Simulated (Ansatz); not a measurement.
# Si: the cost of one run

Computed with Ansatz 0.2.0 (DFT PBE, scalar-relativistic, plane waves, PAW, unless a step's input says otherwise).

## 1. Starting point

The structure is cubic, space group Fd-3m (No. 227). Conventional cell: a = 5.430 Å, b = 5.430 Å, c = 5.430 Å, α = 90.00°, β = 90.00°, γ = 90.00°. Around Si (site symmetry -43m) lie 4 Si at 2.35 Å.

Coordinates:

```xyz
2
Lattice="0.0000 2.7150 2.7150 2.7150 0.0000 2.7150 2.7150 2.7150 0.0000" Properties=species:S:1:pos:R:3 pbc="T T T"
Si    0.0000    0.0000    0.0000
Si    1.3575    1.3575    1.3575
```

## 2. Relaxing cell and atoms: Si, no spin

Contents of input.yaml:

```yaml
crystal:
  lattice:
    - [0.0, 2.715, 2.715]
    - [2.715, 0.0, 2.715]
    - [2.715, 2.715, 0.0]
  atoms:
    - { symbol: Si, position: [0.0, 0.0, 0.0] }
    - { symbol: Si, position: [0.25, 0.25, 0.25] }
scf:
  occupations: { method: gaussian, width: 0.01 }
output:
  forces: true
  stress: true
  eigenvalues: true
  write_density: true
  write_potential: true
  elf: true
  volumetric_format: npy
hamiltonian:
  xc: pbe
kpoints:
  mp_grid: { grid: [10, 10, 10] }
relax:
  f_tol: 0.005
  cell: { stress_tol: 0.02 }
```

Launch:

```bash
> ansatz run input.yaml --threads 4 --pin off --max-ram 14336MiB --backend cpu --events-out ev --progress --plain --runs-dir out
```

**Question.** How long does this run take on 4 threads of Intel Xeon Platinum 8259CL at 2.50GHz (Skylake/Cascade Lake), shared host, and how much memory does it need?

About 2.2 s, with a peak of 0.38 GiB.
